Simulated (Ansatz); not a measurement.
# Nd2AlAs3: the cost of one run

Computed with Ansatz 0.2.0 (DFT PBE, scalar-relativistic, plane waves, PAW; 4f electrons in the core of a trivalent norm-conserving potential, unless a step's input says otherwise).

## Step 1: The starting structure

The structure is hexagonal, space group P6mm (No. 183). Conventional cell: a = 6.115 Å, b = 6.115 Å, c = 4.516 Å, α = 90.00°, β = 90.00°, γ = 120.00°. Nd (site symmetry 3m) has 6 As at 2.86 to 2.87 Å in its first shell of neighbours. Al (site symmetry 6mm) has 6 As at 3.18 Å in its first shell of neighbours. As (site symmetry 2mm) is surrounded by 4 Nd at 2.86 to 2.87 Å and 2 Al at 3.18 Å.

Structure file:

```cif
data_structure
_symmetry_space_group_name_H-M 'P6mm'
_symmetry_Int_Tables_number 183
_cell_length_a 6.1146
_cell_length_b 6.1146
_cell_length_c 4.5162
_cell_angle_alpha 90.000
_cell_angle_beta 90.000
_cell_angle_gamma 120.000
_cell_volume 146.23
loop_
_atom_site_label
_atom_site_type_symbol
_atom_site_symmetry_multiplicity
_atom_site_Wyckoff_symbol
_atom_site_fract_x
_atom_site_fract_y
_atom_site_fract_z
_atom_site_occupancy
Nd1 Nd 2 b 0.66667 0.33333 0.49615 1
Al1 Al 1 a 0.00000 0.00000 0.19263 1
As1 As 3 c 0.00000 0.50000 0.99502 1
```

Recipe of the guess: species swapped into a database cell of NaSn2Pd3 (P6mm, No. 183), with Al on the Na sites, Nd on the Sn sites and As on the Pd sites. The dimensions are guesses.

## Step 2: A first look at the guess

input.yaml

```yaml
crystal:
  lattice:
    - [6.11464657, 0.0, 0.0]
    - [-3.05732328, 5.29543926, 0.0]
    - [0.0, 0.0, 4.51616551]
  atoms:
    - { symbol: Nd, position: [0.66666667, 0.33333333, 0.49614772] }
    - { symbol: Nd, position: [0.33333333, 0.66666667, 0.49614772] }
    - { symbol: Al, position: [0.0, 0.0, 0.19263026] }
    - { symbol: As, position: [0.0, 0.5, 0.99502307] }
    - { symbol: As, position: [0.5, 0.0, 0.99502307] }
    - { symbol: As, position: [0.5, 0.5, 0.99502307] }
basis:
  ecutwfc: 660
kpoints:
  mp_grid: { grid: [3, 3, 4] }
hamiltonian:
  xc: pbe
  pseudopotentials:
    kind: paw
    azcp: { Nd: "pseudopotentials/pbe/nc/lanthanide_3plus/Nd.nc.azcp" }
scf:
  occupations: { method: gaussian, width: 0.1 }
  lower_state_search: "off"
output:
  forces: true
  stress: true
  eigenvalues: true
```

Launch:

```console
ansatz run input.yaml --threads 1 --pin off --max-ram 2560MiB --backend cpu --events-out ev --progress --plain --runs-dir out
```

Q: Estimate wall time and peak memory on 1 thread of Intel Xeon at 2.50GHz (Skylake/Cascade Lake), shared host.

About 19 s, with a peak of 0.45 GiB.
